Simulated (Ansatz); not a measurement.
# CHClGa+ (singlet): the correlation ladder, cc-pVDZ

The task here is to estimate one member of a computed series from the others.

Method: cc-pVDZ, core rule «outside noble gas», up to 20 orbitals frozen; program: Ansatz 0.2.0, Gaussian basis.

To be run: UHF; CCSD(T) on RHF; CCSD(T) on UHF; BCCD(T) on RHF; CISD; CCSDT(Q) on RHF; CCSDT(Q) on UHF; CASSCF and MRCISD+Q, 8 electrons in 8 orbitals; CASSCF and MRCISD+Q(relaxed), 8 electrons in 8 orbitals; CASSCF and NEVPT2, 8 electrons in 8 orbitals.

23 further runs of the same task are left out: 2 for a known fault of the program, 7 that didn't finish, 14 set aside as unsound or not needed.

## The system

The geometry is a PBE0/def2-TZVP stationary point (not a proven minimum) of the parent state, kept for this charge and spin. No spin-orbit coupling is included. The filled d shell of Ga may be among the frozen orbitals whatever the setting's name suggests; the logs give the count.

4 atoms, charge 1, spin multiplicity 1.

Atoms are counted from 1 here; the program's logs count them from 0.

Bond lengths: Cl1–C2 1.726 Å, C2–Ga3 2.034 Å, C2–H4 1.091 Å. Angles: Cl1–C2–Ga3 113.0°, Cl1–C2–H4 110.2°, Ga3–C2–H4 136.8°.

Set-up of the first run:

in.yaml reads:

```yaml
crystal:
  periodic: [false, false, false]
  atoms:
    - {symbol: Cl, position_ang: [0.000000, -0.224282, 1.993212]}
    - {symbol: C, position_ang: [0.000000, 0.873891, 0.661996]}
    - {symbol: Ga, position_ang: [0.000000, -0.064009, -1.142342]}
    - {symbol: H, position_ang: [0.000000, 1.903187, 1.023017]}
basis:
  gaussian: {orbitals: cc-pVDZ}
total_charge: 1
magnetization: {spin_polarized: true, initial_magnetization: 0}
hamiltonian: {xc: hf}
output: {orbitals: {seedname: orbitals}}
```

On the command line:

```bash
$ ansatz run in.yaml --threads 1 --pin off --events-out ev --progress --plain --max-ram 2393MiB
```

Steps of the session up to this table: UHF; CCSD(T) on RHF; CCSD(T) on UHF; BCCD(T) on RHF; CISD; CCSDT(Q) on RHF; CCSDT(Q) on UHF; CASSCF and MRCISD+Q, 8 electrons in 8 orbitals; CASSCF and MRCISD+Q(relaxed), 8 electrons in 8 orbitals; CASSCF and NEVPT2, 8 electrons in 8 orbitals.

One of the session's tables, all rows but one given; the rest of the session is left out.

| method | from RCCSDT(Q) (meV) |
| --- | --- |
| RHF | +9289.6 |
| UHF | +9085.2 |
| RMP2 | +1474.0 |
| UMP2 | +1570.6 |
| RCCSD | +394.3 |
| UCCSD | +419.1 |
| RCCSD(T) | +61.2 |
| UCCSD(T) | +88.4 |
| BCCD(T) | +59.0 |
| RCCSDT | +27.3 |
| UCCSDT | +36.7 |
| RCCSDT(Q) | 0 |
| UCCSDT(Q) | ? |
| CASSCF frontier | +6741.8 |
| MRCISD frontier | +715.6 |
| MRCISD+Q frontier | +69.9 |
| MRCISD+Q(relaxed) frontier | +50.2 |

**Question.** Estimate the row for UCCSDT(Q).

As computed: from RCCSDT(Q) (meV): +3.4. In the column «from RCCSDT(Q) (meV)» it lies between RCCSDT(Q) (0) and RCCSDT (+27.3).

Not comparable, so not listed: CISD; CASSCF and NEVPT2, 8 electrons in 8 orbitals (they don't share determinant, frozen orbitals or solution with the rows shown, or repeat one).

Caveats from the session: The determinant is far from a pure spin state, so its energy mixes those of several spin states (harmless only where they are near-degenerate, as at dissociation). Restricted and unrestricted rows rest on different reference determinants; where their highest levels disagree by more than a few hundredths of an eV, they describe different states and don't form one ladder. Warnings in the runs' records: passed over end.
